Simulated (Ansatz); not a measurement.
# C2H11GeNSi: a ladder of functionals and wavefunction methods

An exercise on one series of results from a longer session: the logs are not shown, and one member is left open.

Computed with Ansatz 0.2.0, Gaussian basis. Level: functionals in def2-TZVPP, the program's frozen cores in correlated methods.

Levels to be run: LDA (SPW92), PBE-D4, revPBE-D4, BLYP-D4, r2SCAN-D4, B97M-V, PBE0-D4, B3LYP-D4, r2SCANh-D4, r2SCAN0-D4, HSE06-D4, BHLYP-D4, CAM-B3LYP-D4, LC-ωPBE, ωB97X-V, ωB97M-V, B2PLYP, PBE-QIDH; CCSD(T)/def2-SVP; MP2/def2-TZVPP; MP2/def2-QZVPP; RPA on PBE.

### Structure used throughout

All runs share one geometry, relaxed beforehand with PBE0-D4 in a triple-zeta def2 set.

SMILES `C[SiH2][N](C)[GeH3]`, 16 atoms, charge 0, spin multiplicity 1.

Atoms are counted from 1 here; the program's logs count them from 0.

Bond lengths: C1–Si2 1.870 Å, C1–H6 1.093 Å, C1–H7 1.094 Å, C1–H8 1.093 Å, Si2–N3 1.722 Å, Si2–H9 1.488 Å, Si2–H10 1.493 Å, N3–C4 1.455 Å, N3–Ge5 1.838 Å, C4–H11 1.096 Å, C4–H12 1.098 Å, C4–H13 1.095 Å, Ge5–H14 1.533 Å, Ge5–H15 1.545 Å, Ge5–H16 1.541 Å. Angles: Si2–C1–H6 111.1°, Si2–C1–H7 110.6°, Si2–C1–H8 111.1°, H6–C1–H7 107.7°, H6–C1–H8 108.1°, H7–C1–H8 108.2°, C1–Si2–N3 114.3°, C1–Si2–H9 109.5°, C1–Si2–H10 107.8°, N3–Si2–H9 107.2°, N3–Si2–H10 108.3°, H9–Si2–H10 109.8°, Si2–N3–C4 118.6°, Si2–N3–Ge5 124.6°, C4–N3–Ge5 115.8°, N3–C4–H11 111.3°, N3–C4–H12 113.0°, N3–C4–H13 110.5° and more.

Coordinates:

```
C    -0.2729   -0.3530    2.3021
Si    0.6216   -0.8730    0.7447
N     0.0924   -0.0631   -0.6798
C    -1.2394   -0.3507   -1.1909
Ge    0.9542    1.3660   -1.4496
H    -1.3491   -0.5236    2.2127
H     0.0854   -0.9278    3.1610
H    -0.1145    0.7077    2.5123
H     2.0766   -0.5983    0.8910
H     0.4007   -2.3381    0.5599
H    -1.2551   -0.3414   -2.2868
H    -1.9965    0.3643   -0.8428
H    -1.5632   -1.3495   -0.8793
H     2.3680    1.4469   -0.8621
H     0.1832    2.6760   -1.1747
H     0.9855    1.1349   -2.9733
```

The first run:

Input file in.yaml:

```yaml
crystal:
  periodic: [false, false, false]
  atoms:
    - {symbol: C, position_ang: [-0.272902, -0.352981, 2.302106]}
    - {symbol: Si, position_ang: [0.621575, -0.872955, 0.744722]}
    - {symbol: N, position_ang: [0.092382, -0.063083, -0.679828]}
    - {symbol: C, position_ang: [-1.239374, -0.350651, -1.190925]}
    - {symbol: Ge, position_ang: [0.954159, 1.365955, -1.449649]}
    - {symbol: H, position_ang: [-1.349080, -0.523646, 2.212655]}
    - {symbol: H, position_ang: [0.085360, -0.927806, 3.160979]}
    - {symbol: H, position_ang: [-0.114474, 0.707720, 2.512296]}
    - {symbol: H, position_ang: [2.076576, -0.598302, 0.890955]}
    - {symbol: H, position_ang: [0.400670, -2.338083, 0.559873]}
    - {symbol: H, position_ang: [-1.255143, -0.341359, -2.286814]}
    - {symbol: H, position_ang: [-1.996472, 0.364315, -0.842782]}
    - {symbol: H, position_ang: [-1.563166, -1.349469, -0.879307]}
    - {symbol: H, position_ang: [2.367984, 1.446861, -0.862059]}
    - {symbol: H, position_ang: [0.183247, 2.676045, -1.174655]}
    - {symbol: H, position_ang: [0.985457, 1.134935, -2.973267]}
basis:
  gaussian: {orbitals: def2-TZVPP}
hamiltonian: {xc: lda}
output: {orbitals: {seedname: orbitals}}
```

Started as:

```sh
> ansatz run in.yaml --threads 4 --pin off --events-out ev --progress --plain --max-ram 11315MiB
```

Steps of the session up to this table: LDA; PBE-D4 (GGA); revPBE-D4 (GGA); BLYP-D4 (GGA); r2SCAN-D4 (meta-GGA); B97M-V (meta-GGA); PBE0-D4 (hybrid); B3LYP-D4 (hybrid); r2SCANh-D4 (hybrid); r2SCAN0-D4 (hybrid); HSE06-D4 (hybrid); BHLYP-D4 (hybrid); CAM-B3LYP-D4 (range-separated); LC-ωPBE (range-separated); ωB97X-V (range-separated); ωB97M-V (range-separated); B2PLYP (double hybrid); PBE-QIDH (double hybrid).

One of the session's tables, all rows but one given; the rest of the session is left out.

It belongs to the step «Frontier levels by functional». 

| functional | HOMO (eV) | LUMO (eV) | gap (eV) |
| --- | --- | --- | --- |
| LDA (SPW92) | ? | ? | ? |
| PBE-D4 | -5.39 | -0.42 | 4.96 |
| revPBE-D4 | -5.35 | -0.28 | 5.07 |
| BLYP-D4 | -5.28 | -0.29 | 4.98 |
| r2SCAN-D4 | -5.64 | -0.07 | 5.57 |
| B97M-V | -5.83 | -0.30 | 5.53 |
| PBE0-D4 | -6.67 | 0.42 | 7.09 |
| B3LYP-D4 | -6.46 | 0.20 | 6.66 |
| r2SCANh-D4 | -6.12 | 0.21 | 6.33 |
| r2SCAN0-D4 | -6.85 | 0.63 | 7.48 |
| HSE06-D4 | -6.28 | 0.04 | 6.32 |
| BHLYP-D4 | -7.90 | 1.24 | 9.14 |
| CAM-B3LYP-D4 | -8.02 | 1.38 | 9.40 |
| LC-ωPBE | -9.35 | 2.58 | 11.92 |
| ωB97X-V | -9.03 | 2.38 | 11.42 |
| ωB97M-V | -8.95 | 2.08 | 11.03 |

Estimate the missing values for LDA (SPW92).

As computed: HOMO (eV): -5.48; LUMO (eV): -0.72; gap (eV): 4.76. In the column «HOMO (eV)» it lies between r2SCAN-D4 (-5.64) and PBE-D4 (-5.39).
